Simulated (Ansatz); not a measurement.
# C₂H₆FNOSi: a ladder of functionals and wavefunction methods

How much do the methods differ for C₂H₆FNOSi? The plan is to run it at one geometry with functionals of several rungs and with coupled cluster, and see how far each lands from CCSD(T) at the basis-set limit for the atomisation energy.

The runs use Ansatz 0.2.0, Gaussian basis; functionals in def2-TZVPP, the program's frozen cores in correlated methods.

Plan: LDA (SPW92), PBE-D4, revPBE-D4, BLYP-D4, r2SCAN-D4, B97M-V, PBE0-D4, B3LYP-D4, r2SCANh-D4, r2SCAN0-D4, HSE06-D4, BHLYP-D4, CAM-B3LYP-D4, LC-ωPBE, ωB97X-V, ωB97M-V, B2PLYP, PBE-QIDH; CCSD(T)/def2-SVP; CCSD(T)/def2-TZVPP; MP2/def2-QZVPP; extrapolation to the limit; RPA on PBE.

## 1. Structure used throughout

An earlier PBE0-D4 in a triple-zeta def2 set relaxation fixed the geometry.

SMILES `C=C[Si](N)(O)F`, 12 atoms, charge 0, spin multiplicity 1.

Atoms are counted from 1 here; the program's logs count them from 0.

Bond lengths: C1–C2 1.331 Å, C1–H7 1.087 Å, C1–H8 1.087 Å, C2–Si3 1.847 Å, C2–H9 1.089 Å, Si3–N4 1.700 Å, Si3–O5 1.636 Å, Si3–F6 1.596 Å, N4–H10 1.007 Å, N4–H11 1.007 Å, O5–H12 0.958 Å. Angles: C2–C1–H7 122.3°, C2–C1–H8 121.5°, H7–C1–H8 116.3°, C1–C2–Si3 123.4°, C1–C2–H9 118.2°, Si3–C2–H9 118.5°, C2–Si3–N4 109.3°, C2–Si3–O5 114.8°, C2–Si3–F6 106.9°, N4–Si3–O5 109.2°, N4–Si3–F6 114.1°, O5–Si3–F6 102.7°, Si3–N4–H10 119.7°, Si3–N4–H11 120.6°, H10–N4–H11 111.3°, Si3–O5–H12 116.7°.

## 2. LDA

This LDA is Slater exchange with PW92 correlation.

The input, in.yaml:

```yaml
crystal:
  periodic: [false, false, false]
  atoms:
    - {symbol: C, position_ang: [-0.233232, 1.783376, -0.670967]}
    - {symbol: C, position_ang: [-0.713521, 1.005780, 0.296784]}
    - {symbol: Si, position_ang: [-0.131221, -0.721263, 0.596097]}
    - {symbol: N, position_ang: [1.406131, -0.924236, -0.100053]}
    - {symbol: O, position_ang: [-1.132081, -1.888600, 0.037986]}
    - {symbol: F, position_ang: [-0.166932, -0.955100, 2.174135]}
    - {symbol: H, position_ang: [-0.596493, 2.793876, -0.837050]}
    - {symbol: H, position_ang: [0.547699, 1.436832, -1.342194]}
    - {symbol: H, position_ang: [-1.499291, 1.406395, 0.935438]}
    - {symbol: H, position_ang: [1.776066, -1.851861, -0.232999]}
    - {symbol: H, position_ang: [2.141743, -0.259657, 0.077618]}
    - {symbol: H, position_ang: [-1.321768, -1.880743, -0.900795]}
basis:
  gaussian: {orbitals: def2-TZVPP}
hamiltonian: {xc: lda}
output: {orbitals: {seedname: orbitals}}
```

The runs that follow: PBE-D4 (GGA); revPBE-D4 (GGA); BLYP-D4 (GGA); r2SCAN-D4 (meta-GGA); B97M-V (meta-GGA); PBE0-D4 (hybrid); B3LYP-D4 (hybrid); r2SCANh-D4 (hybrid); r2SCAN0-D4 (hybrid); HSE06-D4 (hybrid); BHLYP-D4 (hybrid); CAM-B3LYP-D4 (range-separated); LC-ωPBE-D4 (range-separated); ωB97X-V (range-separated); ωB97M-V (range-separated); B2PLYP (double hybrid); PBE-QIDH (double hybrid); CCSD(T) in def2-SVP; CCSD(T) in def2-TZVPP; MP2 in def2-QZVPP; RPA on PBE orbitals.

Q: Predict the results of all the runs planned. Wanted: atomisation energy, CCSD(T)/CBS; farthest beyond LDA; mean size of error, GGA; mean size of error, meta-GGA; mean size of error, hybrid; mean size of error, range-separated; mean size of error, double hybrid; gap, smallest and largest; T1 diagnostic.

The runs gave:

```
                               quantity                                                                 value
        atomisation energy, CCSD(T)/CBS                                                         4943.3 kJ/mol
 functionals within 24.7 kJ/mol (0.5 %)  BLYP-D4, r2SCAN-D4, B97M-V, B3LYP-D4, CAM-B3LYP-D4, ωB97X-V, ωB97M-V
                    farthest beyond LDA                                              BHLYP-D4 (-176.6 kJ/mol)
                mean size of error, GGA                                                           47.4 kJ/mol
           mean size of error, meta-GGA                                                           15.5 kJ/mol
             mean size of error, hybrid                                                           68.2 kJ/mol
    mean size of error, range-separated                                                           15.2 kJ/mol
      mean size of error, double hybrid                                                           61.5 kJ/mol
              gap, smallest and largest                             4.81 eV (LDA (SPW92)), 12.59 eV (LC-ωPBE)
                          T1 diagnostic                                                                0.0113
triples share of the correlation energy                                                                 3.6 %
```

In words: LDA overbinds by 695.4 kJ/mol (14 %). PBE-D4 misses by +75.3 kJ/mol. Double hybrids carry the basis error of their MP2 part in triple zeta, and no dispersion term here, so their miss is partly the set-up's. The rungs range-separated, meta-GGA miss on average by less than the doubt on the reference (24.7 kJ/mol), so they tie. The reference freezes the cores and leaves out relativity and excitations past (T), so misses under about 24.7 kJ/mol can't be ranked. Hartree-Fock recovers 72 % of the binding; the rest is correlation. CCSD(T) in def2-SVP is off by -362.5 kJ/mol, so the small basis spoils what the method gains. Orbital gaps span 4.8 to 12.6 eV; exact exchange widens them.
